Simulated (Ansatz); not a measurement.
This script makes an equation of state with a fit of Cu, space group I4/mmm with the Ansatz DFT code, driven from Python.

`eos.py`
```python
import ansatz as az
import numpy as np
from pymatgen.analysis.eos import EOS

VECTORS = np.array([
    [-1.442793, 1.442793, 1.376081],
    [1.442793, -1.442793, 1.376081],
    [1.442793, 1.442793, -1.376081],
])
SITES = [
    ("Cu", [0.0, 0.0, 0.0]),
]


def crystal_on(cell):
    crystal = az.Crystal(lattice=az.Lattice.of(cell))
    for symbol, position in SITES:
        crystal = crystal.atom(symbol, position)
    return crystal

volumes, energies = [], []
for scale in np.linspace(0.95, 1.07, 5):
    cell = VECTORS * scale ** (1 / 3)
    model = (
        crystal_on(cell).calculation()
        .functional("pbesol")
        .basis(510)
        .occupations("cold", width=0.1)
        .kpoints(14, 14, 14)
    )
    rep = model.run().report
    volumes.append(abs(np.linalg.det(cell)) / len(SITES))
    energies.append(rep["free_energy_ev"] / len(SITES))
    print(f"V = {volumes[-1]:8.4f} A^3/atom  F = {energies[-1]:.5f} eV/atom")

for form in ["birch_murnaghan", "murnaghan"]:
    fit = EOS(eos_name=form).fit(volumes, energies)
    print(f"{form:18s} V0 {fit.v0:8.4f} A^3/atom  B0 {fit.b0_GPa:7.1f} GPa  B1 {fit.b1:5.2f}")
```

Its results, one of them left out:

| V (Å³/atom) | F less the lowest row shown (meV/atom) |
| --- | --- |
| 10.885 | 10.09 |
| 11.229 | 0.00 |
| 11.573 | 1.42 |
| 11.916 | 12.50 |
| 12.260 | ? |

What is the missing energy at 12.260 Å³ an atom?

A third-order Birch-Murnaghan fit, E = E0 + (9 V0 B0 / 16) [(t - 1)³ B' + (t - 1)² (6 - 4t)] with t = (V0/V)^(2/3), through the 4 rows shown gives V0 = 11.352 Å³, B0 = 165.9 GPa, B' = 4.82 and E0 = -0.71 meV. At V = 12.260 Å³, t = 0.95001, and the fit extrapolates to 31.66 meV. The run gave 31.65 meV, a miss of 0.01 meV.

The run is spin-unpolarised. Shape and fractional positions are held along the curve, so the bulk modulus is an upper value where they are free to relax. For a metal this k-point mesh is coarse: on a finer one energies can move by several to tens of meV an atom and pressures by half a GPa or more, differences at one mesh by less. This isn't the structure that Cu takes at ambient conditions. Processor time in the engine: 9.3 s on 1 thread of Intel(R) Xeon(R) Processor @ 2.30GHz, with other jobs on the host, peak memory 0.6 GiB.
